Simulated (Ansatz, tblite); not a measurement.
# The cluster Si3Te6: a ladder of methods and basis sets

How do method and basis change the picture of the cluster Si3Te6 (singlet)?

Program: Ansatz 0.2.0, Gaussian basis. Level of theory: as each input shows. These are calculated values, not measurements.

Levels to be run: GFN1-xTB, GFN2-xTB, PBE-D4/def2-TZVP, r2SCAN-D4/def2-TZVP, BHLYP-D4/def2-TZVP, HF/def2-TZVP, PBE-D4/def2-SVP, PBE0-D4/def2-SVP, MP2/def2-SVP.

6 further runs of the same task are left out: 3 that didn't finish, 3 set aside as unsound or not needed. Runs told in other sessions of the task aren't counted.

## Step 1: The structure

The singlet was relaxed beforehand with PBE-D4/def2-SVP. At that level it is the lowest of the isomers that a small search found.

9 atoms, charge 0, spin multiplicity 1.

Bond lengths: Si1–Te4 2.510 Å, Si1–Te5 2.331 Å, Si1–Te6 2.519 Å, Si2–Te6 2.735 Å, Si2–Te8 2.794 Å, Si2–Te9 2.614 Å, Si3–Te4 2.529 Å, Si3–Te7 2.486 Å, Si3–Te8 2.547 Å, Si3–Te9 2.501 Å, Te6–Te8 3.202 Å, Te7–Te8 2.973 Å. Angles: Te4–Si1–Te5 118.2°, Te4–Si1–Te6 121.1°, Te5–Si1–Te6 120.7°, Te6–Si2–Te8 70.8°, Te6–Si2–Te9 107.7°, Te8–Si2–Te9 96.2°, Te4–Si3–Te7 124.7°, Te4–Si3–Te8 108.7°, Te4–Si3–Te9 113.0°, Te7–Si3–Te8 72.4°, Te7–Si3–Te9 119.7°, Te8–Si3–Te9 105.9°, Si1–Te4–Si3 94.5°, Si1–Te6–Si2 112.9°, Si1–Te6–Te8 90.9°, Si2–Te6–Te8 55.5°, Si3–Te7–Te8 54.8°, Si2–Te8–Si3 76.3° and more.

Te takes a core potential in the def2 sets. No spin-orbit coupling is included.

PBE0-D4/def2-TZVP was run before; its log isn't repeated, and its numbers join the tables.

## Step 2: GFN1-xTB

Tight binding, by tblite at 300 K electronic temperature and without a spin-polarisation term:

```python
tblite.interface.Calculator('GFN1-xTB', numbers, positions, charge=0, uhf=0).singlepoint()
```

Energy -773.4010 eV, HOMO -8.90 eV, LUMO -7.20 eV; 0.016 s.

## Step 3: GFN2-xTB

Tight binding, by tblite at 300 K electronic temperature and without a spin-polarisation term:

```python
tblite.interface.Calculator('GFN2-xTB', numbers, positions, charge=0, uhf=0).singlepoint()
```

Energy -647.7203 eV, HOMO -8.16 eV, LUMO -6.40 eV; 0.033 s.

## Step 4: PBE-D4/def2-TZVP

start.molden holds the orbitals of an earlier run on this state, given as this run's starting guess.

in.yaml

```yaml
crystal:
  periodic: [false, false, false]
  atoms:
    - {symbol: Si, position_ang: [-1.451371, -1.580337, -0.760966]}
    - {symbol: Si, position_ang: [0.971538, 0.037367, 2.511733]}
    - {symbol: Si, position_ang: [1.156204, 1.040960, -0.630604]}
    - {symbol: Te, position_ang: [-0.140799, -0.210471, -2.405373]}
    - {symbol: Te, position_ang: [-2.822387, -3.275329, -1.586397]}
    - {symbol: Te, position_ang: [-1.402461, -1.052877, 1.701910]}
    - {symbol: Te, position_ang: [1.436247, 3.509754, -0.560797]}
    - {symbol: Te, position_ang: [-0.483832, 1.953526, 1.091096]}
    - {symbol: Te, position_ang: [2.736862, -0.422584, 0.639408]}
basis:
  gaussian: {orbitals: def2-TZVP, initial_orbitals: start.molden}
hamiltonian: {xc: pbe, dispersion: d4}
scf: {omitted_lower_state_checks: [starts]}
output: {orbitals: {seedname: orbitals}}
```

On the command line:

```console
> ansatz run in.yaml --threads 4 --pin off --events-out ev --progress --plain --max-ram 6963MiB
```

The runs that follow: r2SCAN-D4/def2-TZVP; BHLYP-D4/def2-TZVP; HF/def2-TZVP; PBE-D4/def2-SVP; PBE0-D4/def2-SVP; MP2/def2-SVP.

**Question.** What will the summary of the whole plan be? Wanted: gap in def2-TZVP, named functionals and Hartree-Fock, smallest and largest; correlation energy, MP2/def2-SVP; binding an atom, functionals in def2-TZVP; PBE0 total energy, smallest basis above largest.

As calculated:

```
                                                                  quantity                                value
gap in def2-TZVP, named functionals and Hartree-Fock, smallest and largest       1.48 eV (PBE-D4), 7.22 eV (HF)
                                          correlation energy, MP2/def2-SVP                            -27.09 eV
                                 binding an atom, functionals in def2-TZVP  2.58 (BHLYP-D4) to 3.00 eV (PBE-D4)
                           PBE0 total energy, smallest basis above largest        9.93 eV (def2-SVP, def2-TZVP)
```

**Reading.** Over the named functionals and Hartree-Fock in def2-TZVP the gap runs from 1.48 eV (PBE-D4) to 7.22 eV (HF); exact exchange widens it.
